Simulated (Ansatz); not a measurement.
# NbTe2: the cost of one run

Computed with Ansatz 0.2.0 (DFT LDA+U (U_eff = 2 eV on Nb d), plane waves, PAW, unless a step's input says otherwise).

### 1 Starting point

It takes space group Fm-3m (No. 225, cubic). The conventional cell has a = 6.831 Å, b = 6.831 Å, c = 6.831 Å, α = 90.00°, β = 90.00°, γ = 90.00°. Around Nb (site symmetry m-3m) lie 8 Te at 2.96 Å. Te (site symmetry -43m) is surrounded by 4 Nb at 2.96 Å.

Coordinates:

```xyz
6
Lattice="0.0000 3.4154 3.4154 3.4154 0.0000 3.4154 6.8308 6.8308 0.0000" Properties=species:S:1:pos:R:3 pbc="T T T"
Nb    0.0000    0.0000    0.0000
Te    1.7077    1.7077    1.7077
Te    5.1231    5.1231    5.1231
Nb    3.4154    3.4154    0.0000
Te    5.1231    5.1231    1.7077
Te    8.5385    8.5385    5.1231
```

Magnetic order typed: antiferromagnetic, doubled cell 0 0 1/2.

### 2 From atoms, symmetry kept, no search

File input.yaml:

```yaml
crystal:
  lattice:
    - [0.0, 3.41538461, 3.41538461]
    - [3.41538461, 0.0, 3.41538461]
    - [6.83076922, 6.83076922, 0.0]
  atoms:
    - { symbol: Nb, position: [0.0, 0.0, 0.0], spin: 1.0 }
    - { symbol: Te, position: [0.25, 0.25, 0.125] }
    - { symbol: Te, position: [0.75, 0.75, 0.375] }
    - { symbol: Nb, position: [0.0, 0.0, 0.5], spin: -1.0 }
    - { symbol: Te, position: [0.25, 0.25, 0.625] }
    - { symbol: Te, position: [0.75, 0.75, 0.875] }
basis:
  ecutwfc: 420
  ecutrho_ratio: 4
kpoints:
  mp_grid: { grid: [5, 5, 5] }
hamiltonian:
  xc: lda
  hubbard:
    sites: [{ site: 0, l: d, u_eff: 2.0 }, { site: 3, l: d, u_eff: 2.0 }]
scf:
  occupations: { method: gaussian, width: 0.05 }
  lower_state_search: "off"
  max_iter: 150
output:
  forces: true
  stress: true
  eigenvalues: true
  populations: true
  hubbard: { sites: [{ site: 0, l: d }, { site: 3, l: d }] }
magnetization:
  spin_polarized: true
```

Command:

```bash
$ ansatz run input.yaml --threads 4 --pin off --max-ram 6144MiB --backend cpu --events-out ev --progress --plain --runs-dir out
```

What time and memory should one allow on 4 threads of Arm Neoverse V2, shared host?

About 4.6 s, with a peak of 0.74 GiB.
